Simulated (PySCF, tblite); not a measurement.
**C4H10N2SeSi: geometry, infrared bands and NMR shifts**

Aim: predict the infrared bands and NMR shifts of C4H10N2SeSi (`CNC[Si@@](C)([SeH])C#N`).

Programs: tblite 0.8.0 and PySCF 2.14.0, with density-fitted response routines of our own. Each step states its level of theory. These are calculated values for one molecule in the gas phase, unless marked as measured. Atoms are numbered from 0 throughout.

## (1) The starting structure

18 atoms, charge 0, multiplicity 1; geometry from: force field or distance geometry start.

Bonds of the start (Å): C0–N1 1.49, N1–C2 1.44, C2–Si3 1.87, Si3–C4 1.89, Si3–Se5 2.29, Si3–C6 1.79, C6–N7 1.15, C0–H8 1.12, C0–H9 1.08, C0–H10 1.11, N1–H11 1.05, C2–H12 1.11, C2–H13 1.11, C4–H14 1.11, C4–H15 1.11, C4–H16 1.10, Se5–H17 1.54.

## (2) Optimising the geometry with GFN2-xTB

What the job is given:

```
{"job": {"kind": "relax", "xc": "GFN2-xTB", "basis": "xTB"}, "charge": 0, "multiplicity": 1}
C      2.822400     0.293500    -0.430000
N      1.397900     0.591100    -0.735300
C      0.648300    -0.144900     0.246200
Si    -1.197200     0.083200     0.054000
C     -1.979200    -1.229200     1.174100
Se    -1.696300     2.116200     0.972100
C     -1.776000    -0.070600    -1.635100
N     -2.146700    -0.158000    -2.715900
H      3.219400     1.165900     0.153400
H      3.394600     0.042600    -1.311200
H      2.822500    -0.574200     0.266800
H      1.152400     0.245900    -1.693100
H      0.876200    -1.234300     0.259900
H      0.926300     0.243200     1.243400
H     -1.683500    -0.982400     2.219100
H     -3.083900    -1.211500     1.141400
H     -1.564900    -2.223500     0.941800
H     -2.141100     3.053200    -0.163200
```

Run with:

```sh
$ OMP_NUM_THREADS=1 python probes_run.py task.json out
```

One launch serves the whole session: the jobs run in the order shown.

**Question.** This job is followed by: GFN2-xTB harmonic vibrations, gas phase; GIAO PBE0/pcSseg-1 NMR shielding, non-relativistic, gas phase. Predict these results of the whole session: strongest single infrared mode (GFN2-xTB); zero-point energy (GFN2-xTB); 13C shifts against TMS (PBE0/pcSseg-1); 1H shifts against TMS (PBE0/pcSseg-1, means over atoms taken as alike); 15N shifts against NH3 (PBE0/pcSseg-1); 29Si shifts against TMS (PBE0/pcSseg-1); 77Se shifts against Me2Se (PBE0/pcSseg-1).

As calculated:

```
                                                              quantity                                   value
                             strongest single infrared mode (GFN2-xTB)                    830 cm⁻¹, 181 km/mol
                                          zero-point energy (GFN2-xTB)                           84.4 kcal/mol
                                13C shifts against TMS (PBE0/pcSseg-1)              127.3, 42.3, 40.7, 1.2 ppm
1H shifts against TMS (PBE0/pcSseg-1, means over atoms taken as alike)  4.89, 2.73, 2.63, 1.45, 0.67, 0.01 ppm
                                15N shifts against NH3 (PBE0/pcSseg-1)                         358.6, 50.2 ppm
                               29Si shifts against TMS (PBE0/pcSseg-1)                                 0.2 ppm
                             77Se shifts against Me2Se (PBE0/pcSseg-1)                                -501 ppm
```

Relaxing lowered the energy by 0.787 eV in 160 steps; the close pair that moved most is Se5–H17, from 1.538 to 1.443 Å. All 48 modes are real, so the xTB geometry is a minimum. Unscaled tight-binding wavenumbers are off by several per cent, some by more. Its intensities can rank the bands wrongly. At PBE0/pcSseg-1: The largest span, 562 ppm, is at N7, where the paramagnetic term is -429 ppm. Spin-orbit coupling is left out, which matters for shieldings and couplings at and beside the heavy atoms.
